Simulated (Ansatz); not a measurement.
**C3H8MgO: a ladder of functionals and wavefunction methods**

An exercise on one series of results from a longer session: the logs are not shown, and one member is left open.

The runs use Ansatz 0.2.0, Gaussian basis; functionals in def2-TZVPP, the program's frozen cores in correlated methods.

Levels to be run: LDA (SPW92), PBE-D4, revPBE-D4, BLYP-D4, r2SCAN-D4, B97M-V, PBE0-D4, B3LYP-D4, r2SCANh-D4, r2SCAN0-D4, HSE06-D4, BHLYP-D4, CAM-B3LYP-D4, LC-ωPBE, ωB97X-V, ωB97M-V, B2PLYP, PBE-QIDH; CCSD(T)/def2-SVP; CCSD(T)/def2-TZVPP; MP2/def2-QZVPP; extrapolation to the limit; RPA on PBE.

## Structure used throughout

An earlier PBE0-D4 in a triple-zeta def2 set relaxation fixed the geometry.

SMILES `C[CH](C)[Mg][OH]`, 13 atoms, charge 0, spin multiplicity 1.

Atoms are counted from 1 here; the program's logs count them from 0.

Bond lengths: C1–C2 1.527 Å, C1–H6 1.094 Å, C1–H7 1.096 Å, C1–H8 1.100 Å, C2–C3 1.527 Å, C2–Mg4 2.106 Å, C2–H9 1.099 Å, C3–H10 1.094 Å, C3–H11 1.096 Å, C3–H12 1.100 Å, Mg4–O5 1.765 Å, O5–H13 0.947 Å. Angles: C2–C1–H6 112.7°, C2–C1–H7 112.0°, C2–C1–H8 111.4°, H6–C1–H7 107.1°, H6–C1–H8 106.9°, H7–C1–H8 106.3°, C1–C2–C3 110.4°, C1–C2–Mg4 113.0°, C1–C2–H9 107.5°, C3–C2–Mg4 113.0°, C3–C2–H9 107.5°, Mg4–C2–H9 105.1°, C2–C3–H10 112.7°, C2–C3–H11 112.0°, C2–C3–H12 111.4°, H10–C3–H11 107.1°, H10–C3–H12 106.9°, H11–C3–H12 106.3° and more.

Set-up of the first run:

The input, in.yaml:

```yaml
crystal:
  periodic: [false, false, false]
  atoms:
    - {symbol: C, position_ang: [-0.727030, -1.397609, -0.278900]}
    - {symbol: C, position_ang: [-0.179049, -0.184048, 0.469344]}
    - {symbol: C, position_ang: [1.275270, -0.418981, 0.872644]}
    - {symbol: Mg, position_ang: [-0.460339, 1.622475, -0.576807]}
    - {symbol: O, position_ang: [-0.702746, 3.140157, -1.444832]}
    - {symbol: H, position_ang: [-1.793521, -1.307346, -0.507311]}
    - {symbol: H, position_ang: [-0.207294, -1.562904, -1.229221]}
    - {symbol: H, position_ang: [-0.601576, -2.321018, 0.306243]}
    - {symbol: H, position_ang: [-0.764296, -0.073735, 1.393251]}
    - {symbol: H, position_ang: [1.678856, 0.389783, 1.489685]}
    - {symbol: H, position_ang: [1.932076, -0.517264, 0.001149]}
    - {symbol: H, position_ang: [1.387174, -1.349024, 1.449976]}
    - {symbol: H, position_ang: [-0.817027, 3.944715, -1.930520]}
basis:
  gaussian: {orbitals: def2-TZVPP}
hamiltonian: {xc: lda}
output: {orbitals: {seedname: orbitals}}
```

Among the steps run: LDA; PBE-D4 (GGA); revPBE-D4 (GGA); BLYP-D4 (GGA); r2SCAN-D4 (meta-GGA); B97M-V (meta-GGA); PBE0-D4 (hybrid); B3LYP-D4 (hybrid); r2SCANh-D4 (hybrid); r2SCAN0-D4 (hybrid); HSE06-D4 (hybrid); BHLYP-D4 (hybrid); CAM-B3LYP-D4 (range-separated); LC-ωPBE-D4 (range-separated; the results give it without D4); ωB97X-V (range-separated); ωB97M-V (range-separated); B2PLYP (double hybrid); PBE-QIDH (double hybrid).

One table of the session follows, with a row left open; its other results are not shown here.

It belongs to the step «Frontier levels by functional». 

| functional | HOMO (eV) | gap (eV) |
| --- | --- | --- |
| LDA (SPW92) | -5.38 | 3.73 |
| PBE-D4 | -5.24 | 3.77 |
| revPBE-D4 | -5.15 | 3.79 |
| BLYP-D4 | -5.15 | 3.71 |
| r2SCAN-D4 | -5.32 | 4.29 |
| B97M-V | -5.47 | 3.98 |
| PBE0-D4 | -6.31 | 5.56 |
| B3LYP-D4 | ? | ? |
| r2SCANh-D4 | -5.75 | 4.93 |
| r2SCAN0-D4 | -6.39 | 5.89 |
| HSE06-D4 | -5.92 | 4.81 |
| BHLYP-D4 | -7.37 | 7.16 |
| CAM-B3LYP-D4 | -7.66 | 7.61 |
| LC-ωPBE | -8.89 | 9.91 |
| ωB97X-V | -8.60 | 9.45 |
| ωB97M-V | -8.51 | 8.94 |

Estimate the missing values for B3LYP-D4.

Worked estimate for «HOMO (eV)». Against the share of exact exchange, BLYP-D4 (0, -5.15), BHLYP-D4 (0.5, -7.37) give a slope of -4.44 per unit share; at 0.2 the line stands at -6.04.

**Answer.** HOMO (eV): -6.17; gap (eV): 5.13. In «HOMO (eV)» the line misses by +0.13.
